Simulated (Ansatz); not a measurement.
# SnF5: the cost of one run

Computed with Ansatz 0.2.0 (DFT PBE, scalar-relativistic, plane waves, PAW, unless a step's input says otherwise).

### 1 The starting structure

Symmetry: R32, No. 155, trigonal system. Conventional cell: a = 4.642 Å, b = 4.642 Å, c = 13.094 Å, α = 90.00°, β = 90.00°, γ = 120.00°. Sn (site symmetry 32) has 12 F at 2.68 to 2.69 Å as nearest neighbours. F (site symmetry 2) has 10 F at 2.60 to 2.72 Å and 2 Sn at 2.69 Å as nearest neighbours. Around F (site symmetry 3) lie 9 F at 2.67 to 2.68 Å and 3 Sn at 2.68 Å.

Structure file:

```
CELL_PARAMETERS angstrom
2.32101 1.34003 4.36459
-2.32101 1.34003 4.36459
0.00000 -2.68007 4.36459
ATOMIC_POSITIONS crystal
Sn 0.00000 0.00000 0.00000
F 0.17664 0.50000 0.82336
F 0.50000 0.82336 0.17664
F 0.82336 0.17664 0.50000
F 0.33140 0.33140 0.33140
F 0.66860 0.66860 0.66860
```

Recipe of the guess: species swapped into a database cell of MgCu5 (R32, No. 155), with Sn on the Mg sites and F on the Cu sites. The dimensions are guesses.

### 2 Probe: one point on a coarse mesh

input.yaml reads:

```yaml
crystal:
  lattice:
    - [2.32100722, 1.34003415, 4.36459104]
    - [-2.32100722, 1.34003415, 4.36459104]
    - [0.0, -2.68006829, 4.36459104]
  atoms:
    - { symbol: Sn, position: [0.0, 0.0, 0.0] }
    - { symbol: F, position: [0.1766445, 0.5, 0.8233555] }
    - { symbol: F, position: [0.5, 0.8233555, 0.1766445] }
    - { symbol: F, position: [0.8233555, 0.1766445, 0.5] }
    - { symbol: F, position: [0.33139601, 0.33139601, 0.33139601] }
    - { symbol: F, position: [0.66860399, 0.66860399, 0.66860399] }
basis:
  ecutwfc: 420
kpoints:
  mp_grid: { grid: [6, 6, 6] }
hamiltonian:
  xc: pbe
scf:
  occupations: { method: gaussian, width: 0.1 }
  lower_state_search: "off"
output:
  forces: true
  stress: true
  eigenvalues: true
```

Started as:

```
$ ansatz run input.yaml --threads 1 --pin off --max-ram 2560MiB --backend cpu --events-out ev --progress --plain --runs-dir out
```

Q: Estimate wall time and peak memory on 1 thread of Intel Xeon 6975P-C (Granite Rapids), shared host.

About 3.7 s, with a peak of 0.36 GiB.
